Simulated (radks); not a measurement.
**In²²⁺ in [Ar] 3d9: an all-electron calculation**

The task here is to estimate one member of a computed series from the others.

Program: radks (a radial shooting solver on a logarithmic mesh, Libxc functionals) version 1. Level of theory: Dirac Kohn-Sham, BLYP, spin-unpolarised, spherical densities, finite nucleus; open shells are shared between the two j in proportion to 2j + 1. These are calculated values, not measurements, unless marked.

### The atom as given

```
element            : indium (Z = 49)
charge             : +22
electrons          : 27
configuration      : [Ar] 3d9
nuclear rms radius : 4.6156 fm
```

Outer shells as boxes (Hund's rule):

In²²⁺
```
[Ar] core
3d [↑↓][↑↓][↑↓][↑↓][↑ ]
```

Set-up of the first run:

The run's settings:

```text
Z 49
configuration [Ar] 3d9 4s0 4p0 4d0 4f0
relativity Dirac
functional b88,lyp
spin unpolarised
j_filling average
nucleus finite rms 4.6156 fm
c 137.035999084
```

Steps of the session up to this table: Self-consistent calculation.

One of the session's tables, all rows but one given; the rest of the session is left out.

It belongs to the step «Radial structure». Radial moments (bohr):

| level | <r> | outermost maximum (interpolated) | 90 % within | nodes |
| --- | --- | --- | --- | --- |
| 1s1/2 | 0.02971 | 0.0192 | 0.0534 | 0 |
| 2s1/2 | 0.1279 | 0.109 | 0.198 | 1 |
| 2p1/2 | 0.1082 | 0.0837 | 0.177 | 0 |
| 2p3/2 | 0.1134 | 0.0881 | 0.184 | 0 |
| 3s1/2 | 0.3405 | 0.312 | 0.499 | 2 |
| 3p1/2 | ? | ? | ? | ? |
| 3p3/2 | 0.3400 | 0.307 | 0.508 | 1 |
| 3d3/2 | 0.3079 | 0.250 | 0.481 | 0 |
| 3d5/2 | 0.3110 | 0.252 | 0.486 | 0 |
| 4s1/2 | 0.7161 | 0.695 | 1.01 | 3 |
| 4p1/2 | 0.7250 | 0.702 | 1.04 | 2 |
| 4p3/2 | 0.7400 | 0.718 | 1.06 | 2 |
| 4d3/2 | 0.7486 | 0.720 | 1.09 | 1 |
| 4d5/2 | 0.7527 | 0.725 | 1.09 | 1 |
| 4f5/2 | 0.7331 | 0.641 | 1.08 | 0 |
| 4f7/2 | 0.7345 | 0.643 | 1.08 | 0 |

Estimate the missing values for 3p1/2.

The run gave: <r>: 0.3299; outermost maximum (interpolated): 0.297; 90 % within: 0.495; nodes: 1. In the column «<r>» it lies between 3d5/2 (0.3110) and 3p3/2 (0.3400).

To keep in mind: Spin polarisation and multiplet splitting are left out.
